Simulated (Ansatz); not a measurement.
# Ti5WC6: the cost of one run

Computed with Ansatz 0.2.0 (DFT PBE, scalar-relativistic, plane waves, PAW, unless a step's input says otherwise).

1 further run of the same task is left out (set aside as unsound or not needed). Runs told in other sessions of the task aren't counted.

## 1. The system as given

Symmetry: P-3m1, No. 164, trigonal system. Conventional cell: a = 3.063 Å, b = 3.063 Å, c = 15.072 Å, α = 90.00°, β = 90.00°, γ = 120.00°. Around Ti (site symmetry 3m) lie 6 C at 2.15 to 2.18 Å. Ti (site symmetry 3m) is surrounded by 6 C at 2.16 to 2.18 Å. Around Ti (site symmetry -3m) lie 6 C at 2.17 Å. W (site symmetry -3m) is surrounded by 6 C at 2.17 Å. Around C (site symmetry 3m) lie 3 W at 2.17 Å and 3 Ti at 2.18 Å. Around C (site symmetry 3m) lie 6 Ti at 2.15 to 2.18 Å. Around C (site symmetry 3m) lie 6 Ti at 2.16 to 2.17 Å.

Coordinates:

```
CELL_PARAMETERS angstrom
3.06342 0.00000 0.00000
-1.53171 2.65300 0.00000
0.00000 0.00000 15.07209
ATOMIC_POSITIONS crystal
Ti 0.66667 0.33333 0.66866
Ti 0.33333 0.66667 0.33134
Ti 0.66667 0.33333 0.16525
Ti 0.00000 0.00000 0.00000
Ti 0.33333 0.66667 0.83475
W 0.00000 0.00000 0.50000
C 0.33333 0.66667 0.58371
C 0.66667 0.33333 0.41630
C 0.00000 0.00000 0.24993
C 0.33333 0.66667 0.08330
C 0.66667 0.33333 0.91670
C 0.00000 0.00000 0.75007
```

The cell was relaxed beforehand at this level, from a generated guess; it is a trial structure. At a tolerance of 0.05 Å it has space group P-3m1 (No. 164); it has 10.21 Å³/atom, an uncorrected energy of -0.70 eV/atom over the elements.

## 2. Electronic structure at the relaxed geometry

File input.yaml:

```yaml
crystal:
  lattice:
    - [3.0634161702, 0.0, 0.0]
    - [-1.5317080851, 2.6529962258, 0.0]
    - [0.0, 0.0, 15.0720941]
  atoms:
    - { symbol: Ti, position: [0.6666666667, 0.3333333333, 0.668658] }
    - { symbol: Ti, position: [0.3333333333, 0.6666666667, 0.331342] }
    - { symbol: Ti, position: [0.6666666667, 0.3333333333, 0.165246] }
    - { symbol: Ti, position: [0.0, 0.0, 0.0] }
    - { symbol: Ti, position: [0.3333333333, 0.6666666667, 0.834754] }
    - { symbol: W, position: [0.0, 0.0, 0.5] }
    - { symbol: C, position: [0.3333333333, 0.6666666667, 0.583705] }
    - { symbol: C, position: [0.6666666667, 0.3333333333, 0.416295] }
    - { symbol: C, position: [0.0, 0.0, 0.249931] }
    - { symbol: C, position: [0.3333333333, 0.6666666667, 0.083299] }
    - { symbol: C, position: [0.6666666667, 0.3333333333, 0.916701] }
    - { symbol: C, position: [0.0, 0.0, 0.750069] }
basis:
  ecutwfc: 420
kpoints:
  mp_grid: { grid: [12, 12, 4] }
  band_path:
    path:
      - [[0.0, 0.0, 0.0], [0.5, 0.0, 0.0], [0.33333333, 0.33333333, 0.0], [0.0, 0.0, 0.0], [0.0, 0.0, 0.5], [0.5, 0.0, 0.5], [0.33333333, 0.33333333, 0.5], [0.0, 0.0, 0.5]]
      - [[0.5, 0.0, 0.5], [0.5, 0.0, 0.0]]
      - [[0.33333333, 0.33333333, 0.5], [0.33333333, 0.33333333, 0.0]]
    npoints: 10
hamiltonian:
  xc: pbe
scf:
  occupations: { method: gaussian, width: 0.1 }
  n_extra_bands: 30
output:
  forces: true
  stress: true
  eigenvalues: true
  populations: true
  dos: { projected: true, de: 0.02, nscf_kmesh: { grid: [15, 15, 5] } }
  bader: false
```

Started as:

```console
> ansatz run input.yaml --threads 4 --pin off --max-ram 8192MiB --backend cpu --events-out ev --progress --plain --runs-dir out
```

Q: Estimate wall time and peak memory on 4 threads of Intel Xeon Platinum 8488C (Sapphire Rapids), shared host.

About 20 s, with a peak of 1.1 GiB.
